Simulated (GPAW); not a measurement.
Ti3Si:

```
Ti Si
1.0
     0.00000    3.14436    3.14436
     3.14436    0.00000    3.14436
     3.14436    3.14436    0.00000
Ti Si
3 1
Direct
  0.00000 0.00000 0.00000
  0.25000 0.25000 0.25000
  0.75000 0.75000 0.75000
  0.50000 0.50000 0.50000
```

The cell comes from a database or a generator and needn't be the stable form of this composition.

| Item | Value |
| --- | --- |
| Program | GPAW 26.7.0 |
| Task | single point |
| Functional | PBEsol |
| Potentials or basis | PAW data sets generated in the run's folder for this functional |
| Cutoff | 600 eV |
| Basis | pw |
| k mesh | 7 × 7 × 7 |
| Occupations | fermi-dirac, width 0.05 eV |
| Spin | no spin polarisation |

On this cell: pressure -5.1 GPa; largest force zero by symmetry; band gap on the k mesh none (metal or under the smearing width).

The same run follows on a disturbed copy (atoms moved at random, drawn with an rms of 0.05 Å):

```xyz
4
Lattice="0.0000 3.1444 3.1444 3.1444 0.0000 3.1444 3.1444 3.1444 0.0000" Properties=species:S:1:pos:R:3 pbc="T T T"
Ti   -0.0432   -0.0014    0.0570
Ti    1.5493    1.5470    1.5651
Ti    4.7381    4.7254    4.7403
Si    3.1641    3.2118    3.1346
```

**Question.** What does the disturbed cell give?

**Answer.** The energy (extrapolated to zero smearing) moves by +8.3 meV/atom; pressure -4.8 GPa; largest force 0.516 eV/Å; band gap on the k mesh none (metal or under the smearing width).

Forces in eV/Å, atoms in the order of the input:
```
Ti   0.157 -0.077 -0.198
Ti   0.104  0.381  0.089
Ti  -0.166  0.187 -0.020
Si  -0.094 -0.491  0.128
```

Stress tensor (GPa, compression positive):
```
-4.81 -0.15 -0.33
-0.15 -4.83 -0.35
-0.33 -0.35 -4.79
```
